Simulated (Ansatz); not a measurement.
# SnH4 (SMILES [SnH4]): functionals against CCSD(T) at one geometry

An exercise on one series of results from a longer session: the logs are not shown, and one member is left open.

Program: Ansatz 0.2.0, Gaussian basis. Level of theory: single points in def2-TZVPP. These are calculated values, not measurements.

Cores are frozen in the correlated methods. Filled d shells of the heavier atoms are correlated. Core potentials replace the inner electrons past krypton, and spin-orbit coupling is left out. B3LYP uses VWN-RPA correlation.

### Starting geometry

SMILES `[SnH4]`, 5 atoms, charge 0, spin multiplicity 1.

Atoms are counted from 1 here; the program's logs count them from 0.

Bond lengths: Sn1–H2 1.674 Å, Sn1–H3 1.685 Å, Sn1–H4 1.594 Å, Sn1–H5 1.538 Å. Angles: H2–Sn1–H3 107.6°, H2–Sn1–H4 108.8°, H2–Sn1–H5 109.0°, H3–Sn1–H4 111.7°, H3–Sn1–H5 109.6°, H4–Sn1–H5 110.1°.

As a file:

```mol
H4Sn
  3D, bonds by distance, orders not assigned

  5  4  0  0  0  0  0  0  0  0999 V2000
    0.0234   -0.0077   -0.0235 Sn  0  0
    0.7885   -0.8257    1.2202 H   0  0
   -1.5165    0.4153    0.5153 H   0  0
   -0.0407   -0.9598   -1.2997 H   0  0
    0.8223    1.2639   -0.3537 H   0  0
  1  2  8  0
  1  3  8  0
  1  4  8  0
  1  5  8  0
M  END
```

The first run:

Contents of run/in.yaml:

```yaml
crystal:
  periodic: [false, false, false]
  atoms:
    - {symbol: Sn, position_ang: [0.023400, -0.007700, -0.023500]}
    - {symbol: H, position_ang: [0.788500, -0.825700, 1.220200]}
    - {symbol: H, position_ang: [-1.516500, 0.415300, 0.515300]}
    - {symbol: H, position_ang: [-0.040700, -0.959800, -1.299700]}
    - {symbol: H, position_ang: [0.822300, 1.263900, -0.353700]}
basis:
  gaussian: {orbitals: def2-TZVPP}
correlation: {method: ccsd_t}
output: {forces: true}
```

The command line of these runs was not kept.

Steps of the session up to this table: CCSD(T)/def2-TZVPP; PBE0-D4/def2-TZVPP; wB97M-V/def2-TZVPP; r2SCAN-D4/def2-TZVPP; PBE-D4/def2-TZVPP; r2SCAN0-D4/def2-TZVPP; B3LYP-D4/def2-TZVPP.

One table of the session follows, with a row left open; its other results are not shown here.

| method | RMS force component (eV/Å) | angle to CCSD(T) forces (°) | dipole (D) |
| --- | --- | --- | --- |
| CCSD(T) | 1.175 | reference | 0.29 |
| PBE0-D4 | 1.225 | 3.0 | 0.29 |
| wB97M-V | 1.198 | 1.0 | 0.31 |
| r2SCAN-D4 | 1.201 | 2.3 | 0.30 |
| PBE-D4 | ? | ? | ? |
| r2SCAN0-D4 | 1.188 | 0.6 | 0.30 |
| B3LYP-D4 | 1.240 | 4.1 | 0.30 |

Q: Estimate the row for PBE-D4 from the others.

**Answer.** RMS force component (eV/Å): 1.254; angle to CCSD(T) forces (°): 5.8; dipole (D): 0.28. In the column «RMS force component (eV/Å)» it is the highest.
